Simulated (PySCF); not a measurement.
# From one method to the next for GeB (quartet)

What do other methods print for GeB (quartet)?

Program: PySCF 2.14.0. Level of theory: each script names its method and basis. These are calculated values, not measurements.

4 further runs of the same task are left out: 4 that didn't finish.

## 1. The system as given

GeB (quartet): 2 atoms, charge 0, spin multiplicity 4.

Bond lengths: Ge1–B2 1.876 Å.

## 2. The base run

The input, input.py:

```python
from pyscf import gto, dft

mol = gto.M(
    atom='Ge 0 0 0; B 0 0 1.876',
    basis='crenbl',
    ecp={'Ge': 'crenbl', 'B': 'crenbl'},
    charge=0,
    spin=3,
    symmetry=True,
    verbose=3,
)
mf = dft.UKS(mol, xc='bp86')
mf.kernel()
g = mf.nuc_grad_method()
g.grid_response = True
g.kernel()
mf.dip_moment()
print('orbital energies (hartree):', [e[max(0, n-3):n+3].round(4) for e, n in zip(mf.mo_energy, mol.nelec)])
```

Run with:

```
> OMP_NUM_THREADS=1 python input.py
```

## 3. TDA

Edit 1 changes step after the SCF: gradient → tda; number of roots: none → 5.

input.py: that of step 2 with these lines changed.

```diff
@@ -1,2 +1,2 @@
-from pyscf import gto, dft
+from pyscf import gto, dft, tdscf
 
@@ -13,5 +13,6 @@
 mf.kernel()
-g = mf.nuc_grad_method()
-g.grid_response = True
-g.kernel()
+td = tdscf.TDA(mf)
+td.nstates = 5
+td.kernel()
+td.analyze(verbose=3)
 mf.dip_moment()
```

## 4. Olyp

Edit 2 changes functional: bp86 → olyp.

input.py: that of step 2 with these lines changed.

```diff
@@ -11,3 +11,3 @@
 )
-mf = dft.UKS(mol, xc='bp86')
+mf = dft.UKS(mol, xc='olyp')
 mf.kernel()
```

## 5. Wb97x

Edit 3 changes functional: bp86 → wb97x.

input.py: that of step 2 with these lines changed.

```diff
@@ -11,3 +11,3 @@
 )
-mf = dft.UKS(mol, xc='bp86')
+mf = dft.UKS(mol, xc='wb97x')
 mf.kernel()
```

## 6. Geometry optimisation

Edit 4 changes step after the SCF: gradient → optimize.

input.py: that of step 2 with these lines changed.

```diff
@@ -1,2 +1,3 @@
 from pyscf import gto, dft
+from pyscf.geomopt.geometric_solver import optimize
 
@@ -15,4 +16,5 @@
 g.grid_response = True
-g.kernel()
-mf.dip_moment()
+mol_eq = optimize(g.as_scanner(), maxsteps=30)
+print('optimised geometry (angstrom)')
+print(mol_eq.tostring('raw'))
 print('orbital energies (hartree):', [e[max(0, n-3):n+3].round(4) for e, n in zip(mf.mo_energy, mol.nelec)])
```

What does the calculation give? Wanted: for each run, E(SCF); from base; SCF dipole; after the SCF.

As calculated:

```csv
run,E(SCF) (hartree),from base (eV),SCF dipole (D),after the SCF
base,-99.273310,0,0.96,n/a
TDA,-99.273310,0.0000,0.96,lowest root found 2.56 eV
olyp,-99.315460,not comparable,1.09,n/a
wb97x,-98.819652,not comparable,1.01,n/a
geometry optimisation,-99.273310,0.0000,n/a,"bond 2.051 Å, -0.235 eV"
```

SCF columns refer to the geometry typed in the script.

**Reading.** A lower total energy from another functional means nothing by itself. The dearest run is “geometry optimisation”, at 10 s against 2.8 s.
